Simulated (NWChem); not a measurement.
# BCl3 (boron trichloride) at 3 levels

Aim: a comparison of 3 runs (CAM-B3LYP/6-311+G**, B2PLYP/6-311+G**, wB97X/6-311+G**) of BCl3 (boron trichloride). 

Program for the calculation: NWChem 7.3.0.

## (1) The system as given

BCl3: 4 atoms, total charge 0, spin state singlet. As SMILES, `ClB(Cl)Cl`. Geometry: relaxed at PBE0-D4/def2-TZVP.

Bond lengths: Cl1–B2 1.737 Å, B2–Cl3 1.737 Å, B2–Cl4 1.737 Å. Angles: Cl1–B2–Cl3 120.0°, Cl1–B2–Cl4 120.0°, Cl3–B2–Cl4 120.0°.

## (2) Energy and forces at CAM-B3LYP/6-311+G(d,p) (run 1)

File calc.nw:

```
start calc
title "BCl3"
memory 2200 mb

geometry units angstrom noautosym nocenter noautoz
   Cl    -0.257920     0.516440     1.638340
   B      0.000000     0.000000    -0.000010
   Cl     0.942010    -1.423060    -0.324000
   Cl    -0.684100     0.906610    -1.314320
end

basis spherical bse
   * library 6-311+G**
end

dft
   xc xcamb88 1.00 lyp 0.81 vwn_5 0.19 hfexch 1.00
   cam 0.33 cam_alpha 0.19 cam_beta 0.46
   grid fine
   convergence energy 1e-08
   direct
   maxiter 100
   mulliken
   print low
end

task dft gradient
```

On the command line:

```console
nwchem calc.nw > calc.out
```

Output:

```text
[...]
 d= 0,ls=0.0,diis     1  -1405.5409650903 -1.64D+03  9.42D-03  2.24D+00     6.0
[...]
 d= 0,ls=0.0,diis     8  -1405.6359114667 -3.69D-09  8.70D-07  1.04D-08    41.9
         Total DFT energy =    -1405.635911466681
      One electron energy =    -2397.378297649328
           Coulomb energy =      850.420099954258
    Exchange-Corr. energy =      -88.850892198167
 Nuclear repulsion energy =      230.173178426555
[...]
      Total Density - Mulliken Population Analysis
     ---------------------------------------------
    Atom       Charge   Shell Charges
 -----------   ------   -------------------------------------------------------
    1 Cl  17    16.89   0.78  1.19  0.89  1.09  1.01  0.99  7.43 -1.52  1.12  2.89  1.24 -0.06 -0.17  0.02
    2 B    5     5.32   1.13  0.86  0.42  0.70  1.10  0.24  0.30  0.09  0.25  0.23
    3 Cl  17    16.89   0.78  1.19  0.89  1.09  1.01  0.99  7.43 -1.52  1.12  2.89  1.24 -0.06 -0.17  0.02
    4 Cl  17    16.89   0.78  1.19  0.89  1.09  1.01  0.99  7.43 -1.52  1.12  2.89  1.24 -0.06 -0.17  0.02
[...]
                         DFT ENERGY GRADIENTS
    atom               coordinates                        gradient
                 x          y          z           x          y          z
   1 Cl     -0.487398   0.975930   3.096014    0.000467  -0.000936  -0.002971
   2 B       0.000000   0.000000  -0.000019   -0.000004   0.000007  -0.000006
   3 Cl      1.780141  -2.689193  -0.612271   -0.001705   0.002575   0.000586
   4 Cl     -1.292762   1.713244  -2.483705    0.001242  -0.001646   0.002391
 Task  times  cpu:       66.8s     wall:       66.8s
 Total times  cpu:       66.8s     wall:       66.8s
```

Wall time 68 s (1 thread of Intel Xeon 6975P-C (Granite Rapids), shared host); peak memory 0.12 GiB.

## (3) A single-point energy at B2PLYP/6-311+G(d,p) (run 2)

File m1.nw:

```
start m1
title "BCl3"
memory 2200 mb

geometry units angstroms noautosym nocenter noautoz
   Cl   -0.257920    0.516440    1.638340
   B     0.000000    0.000000   -0.000010
   Cl    0.942010   -1.423060   -0.324000
   Cl   -0.684100    0.906610   -1.314320
end

basis spherical bse
   * library 6-311+G**
end

dft
   xc hfexch 0.53 becke88 0.47 lyp 0.73 mp2 0.27
   dftmp2 semidirect
   grid fine
   convergence energy 1e-08
   iterations 100
   mulliken
   print medium
end

mp2
   freeze core 16
end

task dft energy
```

On the command line:

```console
nwchem m1.nw > m1.out
```

Output:

```text
[...]
          Wavefunction type:  closed shell.
          No. of atoms     :     4
          No. of electrons :    56
[...]
          Charge           :     0
          Spin multiplicity:     1
[...]
          AO basis - number of functions:   112
[...]
              XC Information
              --------------
                     Hartree-Fock (Exact) Exchange  0.530
                    Becke 1988 Exchange Functional  0.470
              Lee-Yang-Parr Correlation Functional  0.730
[...]
 d= 0,ls=0.0,diis     1  -1404.9058881315 -1.64D+03  8.98D-03  9.99D-01     2.2
[...]
 d= 0,ls=0.0,diis     8  -1404.9816383145 -2.19D-09  6.02D-07  3.99D-09    12.8
         Total DFT energy =    -1404.981638314460
      One electron energy =    -2397.347755954775
           Coulomb energy =      850.436414214589
    Exchange-Corr. energy =      -88.243475000828
 Nuclear repulsion energy =      230.173178426555
[...]
      Total Density - Mulliken Population Analysis
     ---------------------------------------------
    Atom       Charge   Shell Charges
 -----------   ------   -------------------------------------------------------
    1 Cl  17    16.91   0.78  1.19  0.90  1.08  1.00  1.02  7.42 -1.51  1.07  2.95  1.23 -0.07 -0.18  0.02
    2 B    5     5.27   1.13  0.86  0.40  0.69  1.11  0.24  0.25  0.10  0.25  0.24
    3 Cl  17    16.91   0.78  1.19  0.90  1.08  1.00  1.02  7.42 -1.51  1.07  2.95  1.23 -0.07 -0.18  0.02
    4 Cl  17    16.91   0.78  1.19  0.90  1.08  1.00  1.02  7.42 -1.51  1.07  2.95  1.23 -0.07 -0.18  0.02
[...]
  Basis functions       =    112
[...]
```

Run time: 17 s. Hardware: 1 thread of Intel Xeon 6975P-C (Granite Rapids), shared host; peak memory 0.34 GiB.

## (4) Energy and forces at wB97X/6-311+G(d,p) (run 3)

File work.nw:

```
start work
title "BCl3"
memory 2200 mb
charge 0

geometry units bohr noautosym nocenter noautoz
   Cl  -0.48739816   0.97593016   3.09601390
   B    0.00000000   0.00000000  -0.00001890
   Cl   1.78014091  -2.68919366  -0.61227126
   Cl  -1.29276164   1.71324460  -2.48370484
end

basis spherical bse
   * library 6-311+G**
end

dft
   xc wb97x
   grid fine
   convergence energy 1e-08
   maxiter 100
   mulliken
end

task dft gradient
```

On the command line:

```console
nwchem work.nw > work.out
```

Output:

```text
[...]
          Wavefunction type:  closed shell.
          No. of atoms     :     4
          No. of electrons :    56
[...]
          Charge           :     0
          Spin multiplicity:     1
[...]
          AO basis - number of functions:   112
[...]
              XC Information
              --------------
                       wb97x  Method XC Functional
                     Hartree-Fock (Exact) Exchange  1.000
                         wb97x Exchange Functional  1.000
                      wb97x Correlation Functional  1.000
[...]
 d= 0,ls=0.0,diis     1  -1405.5150582577 -1.64D+03  8.14D-03  1.86D+00     6.3
[...]
 d= 0,ls=0.0,diis     8  -1405.5988736298 -3.98D-09  1.20D-06  1.60D-09    46.5
         Total DFT energy =    -1405.598873629755
      One electron energy =    -2397.444857978711
           Coulomb energy =      850.513515521522
    Exchange-Corr. energy =      -88.840693010160
 Nuclear repulsion energy =      230.173161837595
[...]
  wavefunction    = closed shell
[...]
                         DFT ENERGY GRADIENTS
    atom               coordinates                        gradient
                 x          y          z           x          y          z
   1 Cl     -0.487398   0.975930   3.096014    0.000520  -0.001041  -0.003302
   2 B       0.000000   0.000000  -0.000019   -0.000007   0.000012  -0.000000
   3 Cl      1.780141  -2.689194  -0.612271   -0.001891   0.002856   0.000649
   4 Cl     -1.292762   1.713245  -2.483705    0.001379  -0.001827   0.002653
[...]
```

Wall time 73 s (1 thread of Intel Xeon 6975P-C (Granite Rapids), shared host); peak memory 0.12 GiB.

## (5) The series

```tsv
run	level	task	frozen core orbitals	energy (Eh)	largest force (eV/Å)	wall time
1	CAM-B3LYP/6-311+G**	gradient	–	-1405.635911	0.162	68 s
2	B2PLYP/6-311+G**	energy	16	-1405.148055	–	17 s
3	wB97X/6-311+G**	gradient	–	-1405.598874	0.180	73 s
```

## (6) Summary of results

| quantity | value |
| --- | --- |
| run 3: total energy | -1405.59887 Eh |
| run 3: dipole moment | 0.00 D |
| run 3: HOMO energy | -11.62 eV |
| run 3: LUMO energy | 0.44 eV |
| run 3: HOMO–LUMO gap | 12.06 eV |
| run 3: largest force on an atom | 0.180 eV/Å |

Totals of different functionals can't be ranked against each other. All runs together took 2.6 min, the longest 73 s.
